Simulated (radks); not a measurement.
# Exchange and kinetic functionals tested on atomic densities: K, N, Hg⁺, B⁺, He, Ti⁷⁺

One table from this session's results is given with a row withheld; the runs are named, their logs left out.

Program: radks (a radial shooting solver on a logarithmic mesh, Libxc functionals) version 1. Level of theory: non-relativistic Kohn-Sham, PBE, spin-polarised, spherical densities, point nucleus; open shells are filled with parallel spins first. These are calculated values, not measurements, unless marked.

### Starting point

- species: K ([Ar] 4s1), N ([He] 2s2 2p3), Hg⁺ ([Xe] 4f14 5d10 6s1), B⁺ ([He] 2s2), He ([He]), Ti⁷⁺ ([Ne] 3s2 3p3)

The first run:

Input:

```text
Z 19
configuration [Ar] 4s1
relativity non-relativistic
functional pbe,pbe
spin polarised
nucleus point
```

Among the steps run: K, [Ar] 4s1.

One table of the session follows, with a row left open; its other results are not shown here.

It belongs to the step «K, [Ar] 4s1». From the orbitals of this run (lengths in bohr):

```
  level     <r>  outermost maximum (interpolated)  90 % within  nodes
2s down  0.3900                             0.320        0.608      1
  2p up  0.3514                             0.263        0.580      0
2p down  0.3514                             0.263        0.580      0
  3s up   1.276                              1.08         1.92      2
3s down       ?                                 ?            ?      ?
  3p up   1.438                              1.16         2.25      1
3p down   1.433                              1.16         2.24      1
  4s up   4.947                              4.19         7.47      3
```

Q: Estimate the row for 3s down from the others.

**Answer.** <r>: 1.274; outermost maximum (interpolated): 1.08; 90 % within: 1.92; nodes: 2. In the column «<r>» it lies between 2s down (0.3900) and 3s up (1.276).
